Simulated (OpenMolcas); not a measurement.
# CH3BFN (SMILES FB1CN1) at 6 levels

We compute a comparison of 6 runs (HF/STO-3G, PBE/STO-3G, B3LYP/6-31G*, PBE0/def2-SVP, B3LYP5/def-TZVP, MP2/6-311G**) of CH3BFN. 

The results are computed with OpenMolcas 26.06.

13 further runs of the same task are left out: 2 that didn't finish, 11 set aside as unsound or not needed.

### Step 1. The structure to begin with

CH3BFN: 7 atoms, total charge 0, spin state singlet. SMILES: `FB1CN1`. Geometry: relaxed at GFN2-xTB.

Bond lengths: F1–B2 1.315 Å, B2–C3 1.544 Å, B2–N4 1.347 Å, C3–N4 1.483 Å, C3–H5 1.086 Å, C3–H6 1.086 Å, N4–H7 0.999 Å. Some angles: F1–B2–C3 156.4°, F1–B2–N4 142.3°, C3–B2–N4 61.3°, B2–C3–N4 52.8°, B2–N4–C3 65.9°, B2–C3–H5 123.0°, B2–C3–H6 123.0°, N4–C3–H5 115.5°, N4–C3–H6 115.5°, B2–N4–H7 162.3°.

### Step 2. Energy and gradient at HF/STO-3G (run 1)

geom.xyz reads:

```xyz
7

F     -1.060140    -1.918940     0.542260
B     -0.444800    -0.802660     0.217590
C      0.395680     0.469850     0.455770
N     -0.188460     0.008270    -0.827370
H      1.480750     0.461370     0.504970
H     -0.022300     1.389300     0.855990
H     -0.160720     0.392820    -1.749210
```

run.inp reads:

```
&GATEWAY
 BasLib=$CurrDir
 Coord=geom.xyz
 Basis=STO-3G
 Group=NoSym

&SEWARD

&SCF
 Thresholds=1e-10 1e-07 1e-07 1e-05
 PrOrbitals=1 2

&ALASKA
```

The basis set STO-3G is read from a file made from the Basis Set Exchange's data (not shown).

Command:

```sh
$ export MOLCAS_MEM=1860
$ pymolcas run.inp > run.log
```

Standard output:

```text
--- Start Module: gateway ---
[...]
--- Stop Module: gateway /rc=_RC_ALL_IS_WELL_ ---
[...]
      Basis functions           23
[...]
--- Start Module: scf ---
[...]
       Convergence after  12 Iterations
[...]
::    Total SCF energy                               -215.3172117583
[...]
      Total spin, S                                     0.0000000000
[...]
      Total electronic charge=   30.000000
      Total            charge=   -0.000000
[...]
      Dipole Moment (debye):
      Origin of the operator (angstrom)=   -0.3662   -0.6315    0.1049
                   X=  2.0790E-01               Y=  6.1013E-01               Z= -7.8034E-01           Total=  1.0121E+00
      Quadrupole Moment (debye*angstrom):
[...]
 *              Molecular gradients               *
 **************************************************
  Irreducible representation: a
 ------------------------------------------------------------------------------------------
                              X                       Y                       Z
 ------------------------------------------------------------------------------------------
  F1               -1.12771087434709E-02   -1.81774943922992E-02    3.39882244699830E-04
  B2                9.04878837742519E-03    9.36658409713464E-03    1.30568099868054E-02
  C3                6.17354460733566E-03    4.13613432341098E-03    1.51499893128753E-02
  N4               -5.35651334960319E-03    6.34604515196369E-03   -3.99091016573081E-02
  H5               -1.02795296202984E-03    1.31364490076830E-03   -3.55082457678713E-03
  H6                3.31495490982991E-04    5.60771370768709E-04   -3.72762575372576E-03
  H7                2.10774657933685E-03   -3.54568545172640E-03    1.86408704434440E-02
 ------------------------------------------------------------------------------------------
[...]
```

Wall time 1.7 s (1 thread of Arm Neoverse V2, shared host); peak memory 0.37 GiB.

### Step 3. Energy and forces at PBE/STO-3G (run 2)

run.inp reads:

```
* CH3BFN Kohn-Sham DFT
&GATEWAY
BasLib=$CurrDir
BasisSet
F.STO-3G....
F1 -1.060140 -1.918940 0.542260 angstrom
End of Basis
BasisSet
B.STO-3G....
B2 -0.444800 -0.802660 0.217590 angstrom
End of Basis
BasisSet
C.STO-3G....
C3 0.395680 0.469850 0.455770 angstrom
End of Basis
BasisSet
N.STO-3G....
N4 -0.188460 0.008270 -0.827370 angstrom
End of Basis
BasisSet
H.STO-3G....
H5 1.480750 0.461370 0.504970 angstrom
H6 -0.022300 1.389300 0.855990 angstrom
H7 -0.160720 0.392820 -1.749210 angstrom
End of Basis
&SEWARD
GridInput
Grid=UltraFine
End of Grid
&SCF
KSDFT=PBE
Thresholds=1e-10 1e-07 1e-07 1e-05
PrOrbitals=1
&ALASKA
```

The basis set STO-3G is read from a file made from the Basis Set Exchange's data (not shown).

Command:

```sh
$ export MOLCAS_MEM=1860
$ pymolcas run.inp > run.log
```

Standard output:

```text
--- Start Module: gateway ---
[...]
--- Stop Module: gateway /rc=_RC_ALL_IS_WELL_ ---
[...]
      Basis functions           23
[...]
--- Start Module: scf ---
[...]
       Convergence after  14 Iterations
[...]
::    Total KS-DFT energy                            -216.1704744961
[...]
      Total spin, S                                     0.0000000000
[...]
      Total electronic charge=   30.000000
      Total            charge=   -0.000000
[...]
      Dipole Moment (debye):
      Origin of the operator (angstrom)=   -0.3662   -0.6315    0.1049
                   X= -1.5234E-02               Y=  3.2863E-01               Z= -9.8168E-01           Total=  1.0353E+00
      Quadrupole Moment (debye*angstrom):
[...]
 *              Molecular gradients               *
 **************************************************
  Irreducible representation: a
 ------------------------------------------------------------------------------------------
                              X                       Y                       Z
 ------------------------------------------------------------------------------------------
  F1                8.21004307218764E-04    3.12964379573266E-03   -4.39581587272819E-03
  B2                1.41882309055072E-02    2.71549659629965E-02   -1.16701697944017E-02
  C3               -3.51894098765015E-03   -4.03697090283117E-03   -4.76998437594656E-03
  N4                8.78861772176776E-04    5.30539544338016E-03   -1.11059599827712E-02
  H5               -1.86862912600234E-02    4.24211767723393E-04   -3.69024966940140E-03
  H6                6.46592438143134E-03   -1.50302124947257E-02   -9.42833961037182E-03
  H7               -1.48789118655998E-04   -1.69470335723472E-02    4.50605193056162E-02
 ------------------------------------------------------------------------------------------
[...]
```

Wall time 7.5 s (1 thread of Arm Neoverse V2, shared host); peak memory 0.37 GiB.

Runs 3 to 5 aren't shown in full; the table further down has their settings and results.

### Step 4. Energy and gradient at MP2/6-311G(d,p) (run 6)

input.xyz reads:

```xyz
7

F     -1.060140    -1.918940     0.542260
B     -0.444800    -0.802660     0.217590
C      0.395680     0.469850     0.455770
N     -0.188460     0.008270    -0.827370
H      1.480750     0.461370     0.504970
H     -0.022300     1.389300     0.855990
H     -0.160720     0.392820    -1.749210
```

job.inp reads:

```
* CH3BFN MP2

&GATEWAY
 Coord=input.xyz
 Basis=6-311G**
 Group=NoSym

&SEWARD

&SCF
 PrOrbitals=1 1

&MBPT2
 Frozen=4
 Grdt

&ALASKA
```

Command:

```sh
$ export MOLCAS_MEM=1860
$ pymolcas job.inp > job.log
```

Standard output:

```text
--- Start Module: gateway ---
[...]
--- Stop Module: gateway /rc=_RC_ALL_IS_WELL_ ---
[...]
      Basis functions           90
[...]
       Convergence after  11 Iterations
[...]
::    Total SCF energy                               -218.2663063244
[...]
      Total spin, S                                     0.0000000000
[...]
      Total electronic charge=   30.000000
      Total            charge=   -0.000000
[...]
--- Start Module: mbpt2 ---
[...]
WARNING!
Default frozen orbitals as non valence orbitals is overwritten by user input.
Default values:   4
[...]
       Reference weight ( Cref**2 )         =        0.85551
::    Total MBPT2 energy                             -218.8741040338
[...]
      Dipole Moment (debye):
      Origin of the operator (angstrom)=   -0.3662   -0.6315    0.1049
                   X=  5.5271E-01               Y=  1.3182E+00               Z= -1.1741E+00           Total=  1.8498E+00
      Quadrupole Moment (debye*angstrom):
[...]
      Total MBPT2 calculations                           4.67      5.71
--- Stop Module: mbpt2 /rc=_RC_ALL_IS_WELL_ ---
[...]
--- Start Module: alaska ---
[...]
--- Stop Module: alaska /rc=_RC_ALL_IS_WELL_ ---
[...]
```

It took 14 s on 1 thread of Arm Neoverse V2, shared host; peak memory 0.49 GiB.

### Step 5. All runs side by side

| run | level | integration grid | Cartesian functions | energy (Eh) | dipole moment (D) of the reference | HOMO energy (eV) | LUMO energy (eV) | wall time |
| --- | --- | --- | --- | --- | --- | --- | --- | --- |
| 1 | HF/STO-3G | – | no | -215.317212 | 1.01 | -8.77 | 9.71 | 1.7 s |
| 2 | PBE/STO-3G | UltraFine | no | -216.170474 | 1.04 | -3.47 | 3.80 | 7.5 s |
| 3 | B3LYP/6-31G* (Cartesian functions) | UltraFine | yes | -219.378377 | 1.69 | -7.11 | 1.57 | 18 s |
| 4 | PBE0/def2-SVP | UltraFine | no | -218.980233 | 1.89 | -7.59 | 1.53 | 17 s |
| 5 | B3LYP5/def-TZVP (PCM dichloroethane) | – | no | -219.367642 | 2.32 | -7.11 | 0.80 | 17 s |
| 6 | MP2/6-311G** | – | no | -218.874104 | 1.87 | -10.97 | 4.29 | 14 s |

### Step 6. Results

| quantity | value |
| --- | --- |
| run 6: total energy | -218.87410 Eh |
| run 6: dipole moment (mean-field density) | 1.87 D |
| run 6: HOMO energy (Hartree–Fock orbitals) | -10.97 eV |
| run 6: LUMO energy (Hartree–Fock orbitals) | 4.29 eV |
| run 6: HOMO–LUMO gap (Hartree–Fock orbitals) | 15.25 eV |
| run 6: correlation energy (4 core orbitals frozen) | -607.8 mEh |
| run 6: largest force on an atom | 0.716 eV/Å |

**Reading.** Over runs 1, 2, 3, 4, 5 the dipole moment (its size) runs from 1.01 D (HF/STO-3G) to 2.32 D (B3LYP5/def-TZVP). The two ends differ in method and basis and solvent. Over runs 1, 2, 3, 4, 5 the HOMO–LUMO gap runs from 7.27 eV (PBE/STO-3G) to 18.48 eV (HF/STO-3G). Exact exchange widens orbital gaps. Totals of different functionals can't be ranked against each other. In runs 1, 2 the basis is minimal, so the values are rough. All runs together took 75 s, the longest 18 s.
